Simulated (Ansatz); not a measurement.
# H4HfO2Se2: basis-set convergence

An exercise on one series of results from a longer session: the logs are not shown, and one member is left open.

Method: one geometry, several basis sets; program: Ansatz 0.2.0, Gaussian basis.

Levels to be run: PBE0-D4/def2-SVP; ωB97M-V/def2-SVP; PBE0-D4/def2-QZVPP; ωB97M-V/def2-QZVPP; the functionals' def2-TZVPP values are taken from earlier runs.

## Structure used throughout

The geometry comes from an earlier relaxation with PBE0-D4 in a triple-zeta def2 set; it is a stationary point, not always the lowest conformer. Hf takes the def2 core potential; no spin-orbit term is included.

9 atoms, charge 0, spin multiplicity 1.

Atoms are counted from 1 here; the program's logs count them from 0.

Bond lengths: O1–Hf2 1.903 Å, O1–H6 0.952 Å, Hf2–O3 1.897 Å, Hf2–Se4 2.599 Å, Hf2–Se5 2.595 Å, O3–H7 0.952 Å, Se4–H8 1.471 Å, Se5–H9 1.472 Å. Angles: Hf2–O1–H6 164.5°, O1–Hf2–O3 116.6°, O1–Hf2–Se4 106.5°, O1–Hf2–Se5 109.7°, O3–Hf2–Se4 108.8°, O3–Hf2–Se5 103.6°, Se4–Hf2–Se5 111.7°, Hf2–O3–H7 166.9°, Hf2–Se4–H8 88.6°, Hf2–Se5–H9 89.8°.

The first run:

Input file in.yaml:

```yaml
crystal:
  periodic: [false, false, false]
  atoms:
    - {symbol: O, position_ang: [-1.637496, -0.505488, 0.006790]}
    - {symbol: Hf, position_ang: [0.212530, -0.103107, -0.187041]}
    - {symbol: O, position_ang: [1.115468, -0.932721, -1.634858]}
    - {symbol: Se, position_ang: [0.384219, 2.475805, -0.461639]}
    - {symbol: Se, position_ang: [1.513190, -0.932540, 1.899564]}
    - {symbol: H, position_ang: [-2.488981, -0.931729, 0.006177]}
    - {symbol: H, position_ang: [1.367317, -1.390057, -2.431358]}
    - {symbol: H, position_ang: [-0.997499, 2.584989, 0.032266]}
    - {symbol: H, position_ang: [0.531254, -0.265172, 2.770100]}
basis:
  gaussian: {orbitals: def2-SVP}
hamiltonian: {xc: pbe0, dispersion: d4}
output: {orbitals: {seedname: orbitals}}
```

Run with:

```
$ ansatz run in.yaml --threads 4 --pin off --events-out ev --progress --plain --max-ram 10444MiB
```

Among the steps run: PBE0-D4 in def2-SVP; ωB97M-V in def2-SVP; PBE0-D4 in def2-QZVPP; ωB97M-V in def2-QZVPP.

One of the session's tables, all rows but one given; the rest of the session is left out.

It belongs to the step «Functionals by basis». 

| functional | basis | HOMO (eV) |
| --- | --- | --- |
| PBE0-D4 | def2-SVP | -6.56 |
| PBE0-D4 | def2-TZVPP | -6.66 |
| PBE0-D4 | def2-QZVPP | ? |
| ωB97M-V | def2-SVP | -8.60 |
| ωB97M-V | def2-TZVPP | -8.72 |
| ωB97M-V | def2-QZVPP | -8.75 |

**Question.** Estimate the row for PBE0-D4, def2-QZVPP.

**Answer.** HOMO (eV): -6.69. In the column «HOMO (eV)» it lies between ωB97M-V, def2-SVP (-8.60) and PBE0-D4, def2-TZVPP (-6.66).
